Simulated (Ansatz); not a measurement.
# C2H6AlF3O: basis-set convergence

One table from this session's results is given with a row withheld; the runs are named, their logs left out.

Method: one geometry, several basis sets; program: Ansatz 0.2.0, Gaussian basis.

Plan: PBE0-D4/def2-SVP; ωB97M-V/def2-SVP; PBE0-D4/def2-QZVPP; ωB97M-V/def2-QZVPP; the functionals' def2-TZVPP values are taken from earlier runs.

## Structure used throughout

The geometry comes from an earlier relaxation with PBE0-D4 in a triple-zeta def2 set; it is a stationary point, not always the lowest conformer.

SMILES `C[O+](C)[Al-]([F])([F])[F]`, 13 atoms, charge 0, spin multiplicity 1.

Atoms are counted from 1 here; the program's logs count them from 0.

Bond lengths: C1–O2 1.431 Å, C1–H8 1.092 Å, C1–H9 1.088 Å, C1–H10 1.091 Å, O2–C3 1.431 Å, O2–Al4 1.900 Å, C3–H11 1.088 Å, C3–H12 1.092 Å, C3–H13 1.091 Å, Al4–F5 1.654 Å, Al4–F6 1.654 Å, Al4–F7 1.656 Å. Angles: O2–C1–H8 109.9°, O2–C1–H9 106.8°, O2–C1–H10 108.7°, H8–C1–H9 110.5°, H8–C1–H10 110.5°, H9–C1–H10 110.3°, C1–O2–C3 113.9°, C1–O2–Al4 118.6°, C3–O2–Al4 118.6°, O2–C3–H11 106.8°, O2–C3–H12 109.9°, O2–C3–H13 108.7°, H11–C3–H12 110.5°, H11–C3–H13 110.3°, H12–C3–H13 110.5°, O2–Al4–F5 100.1°, O2–Al4–F6 100.1°, O2–Al4–F7 101.5° and more.

Set-up of the first run:

The input, in.yaml:

```yaml
crystal:
  periodic: [false, false, false]
  atoms:
    - {symbol: C, position_ang: [-0.214206, 0.254495, 1.432758]}
    - {symbol: O, position_ang: [0.252103, 0.166007, 0.082506]}
    - {symbol: C, position_ang: [1.114721, -0.949536, -0.162257]}
    - {symbol: Al, position_ang: [-0.889953, 0.757478, -1.315433]}
    - {symbol: F, position_ang: [0.179651, 0.770097, -2.576731]}
    - {symbol: F, position_ang: [-1.397107, 2.199356, -0.683884]}
    - {symbol: F, position_ang: [-2.023433, -0.448924, -1.348704]}
    - {symbol: H, position_ang: [-0.808582, -0.628322, 1.678484]}
    - {symbol: H, position_ang: [-0.822809, 1.153719, 1.497788]}
    - {symbol: H, position_ang: [0.647833, 0.332436, 2.097083]}
    - {symbol: H, position_ang: [1.426717, -0.884524, -1.202286]}
    - {symbol: H, position_ang: [0.575232, -1.882052, 0.017728]}
    - {symbol: H, position_ang: [1.980434, -0.874829, 0.497647]}
basis:
  gaussian: {orbitals: def2-SVP}
hamiltonian: {xc: pbe0, dispersion: d4}
output: {orbitals: {seedname: orbitals}}
```

Run with:

```bash
ansatz run in.yaml --threads 4 --pin off --events-out ev --progress --plain --max-ram 11315MiB
```

Among the steps run: PBE0-D4 in def2-SVP; ωB97M-V in def2-SVP; PBE0-D4 in def2-QZVPP; ωB97M-V in def2-QZVPP.

One of the session's tables, all rows but one given; the rest of the session is left out.

It belongs to the step «Functionals by basis». 

```
functional       basis  HOMO (eV)  LUMO (eV)
   PBE0-D4    def2-SVP      -9.83       0.56
   PBE0-D4  def2-TZVPP      -9.89       0.23
   PBE0-D4  def2-QZVPP      -9.92      -0.04
   ωB97M-V    def2-SVP     -12.26       2.24
   ωB97M-V  def2-TZVPP     -12.32       1.82
   ωB97M-V  def2-QZVPP          ?          ?
```

Estimate the missing values for ωB97M-V, def2-QZVPP.

**Answer.** HOMO (eV): -12.35; LUMO (eV): 1.15. In the column «HOMO (eV)» it is the lowest.
